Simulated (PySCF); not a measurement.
# A diatomic session: YbCl

The task here is to estimate one member of a computed series from the others.

The runs use PySCF 2.14.0; Yb x2c-SVPall, Cl x2c-SVPall, spin-free X2C with a Gaussian nucleus.

Set-up of the first run:

The job is set up so:

```
atoms                         : Yb, Cl
charge                        : 0
basis                         : Yb x2c-SVPall, Cl x2c-SVPall
Hamiltonian                   : spin-free X2C with a Gaussian nucleus
basis functions               : 103
electrons treated             : 87
masses in u                   : 173.9389, 34.9689
levels                        : PBE0, PBE, r²SCAN, TPSSh, MN15, LC-ωPBE, HF, MP2, SCS-MP2
grid                          : 80 radial by 434 angular points
occupations                   : held fixed by the projection of orbital angular momentum
dissociation limit            : Yb + Cl, each in its ground configuration
starting distance in angstrom : 2.465
values of 2S to try           : 1, 3
```

On the command line:

```bash
OMP_NUM_THREADS=2 python dia.py task.json out
```

Among the steps run: The job; First curve: PBE0; Higher solutions at PBE0; PBE (GGA); r²SCAN (meta-GGA); TPSSh (hybrid meta-GGA); MN15; LC-ωPBE (range-separated hybrid); UHF.

One of the session's tables, all rows but one given; the rest of the session is left out.

```
      level  Re (Å)  ωe (cm⁻¹)  De (eV)
        UHF   2.559      289.3     3.38
    UHF-MP2   2.445        319     3.76
UHF-SCS-MP2   2.467        313     3.57
        PBE   2.452        305     4.17
     r²SCAN   2.447        310     4.43
      TPSSh   2.463        304     4.21
       PBE0       ?          ?        ?
       MN15   2.469        303     3.65
    LC-ωPBE   2.471        304     4.18
```

Q: Estimate the row for PBE0 from the others.

**Answer.** Re (Å): 2.477; ωe (cm⁻¹): 300; De (eV): 4.04. In the column «Re (Å)» it lies between LC-ωPBE (2.471) and UHF (2.559).

De is counted to Yb + Cl in their ground configurations.
